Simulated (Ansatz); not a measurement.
# Si: the cost of one run

Method: reference: DFT, r2SCAN, plane waves, PAW, in Ansatz 0.2.0.

### Step 1. The system as given

The structure is cubic, space group Fd-3m (No. 227). Conventional cell: a = 5.444 Å, b = 5.444 Å, c = 5.444 Å, α = 90.00°, β = 90.00°, γ = 90.00°. Si (site symmetry -43m) has 4 Si at 2.36 Å as nearest neighbours.

As a file:

```
Si
1.0
     0.00000    2.72212    2.72212
     2.72212    0.00000    2.72212
     2.72212    2.72212    0.00000
Si
2
Direct
  0.00000 0.00000 0.00000
  0.25000 0.25000 0.25000
```

### Step 2. Baseline

Input file input.yaml:

```yaml
crystal:
  lattice:
    - [0.0, 2.7221188962, 2.7221188962]
    - [2.7221188962, 0.0, 2.7221188962]
    - [2.7221188962, 2.7221188962, 0.0]
  atoms:
    - { symbol: Si, position: [0.0, 0.0, 0.0] }
    - { symbol: Si, position: [0.25, 0.25, 0.25] }
kpoints:
  mp_grid: { grid: [6, 6, 6] }
hamiltonian:
  xc: r2scan
scf:
  occupations: { method: fixed }
  n_extra_bands: 4
output:
  forces: true
  stress: true
  eigenvalues: true
```

Launch:

```bash
ansatz run input.yaml --threads 4 --pin off --max-ram 3686MiB --backend cpu --events-out ev --progress --plain --runs-dir out
```

Q: Estimate wall time and peak memory on 4 threads of Arm Neoverse N1, shared host.

About 1.1 s, with a peak of 0.37 GiB.
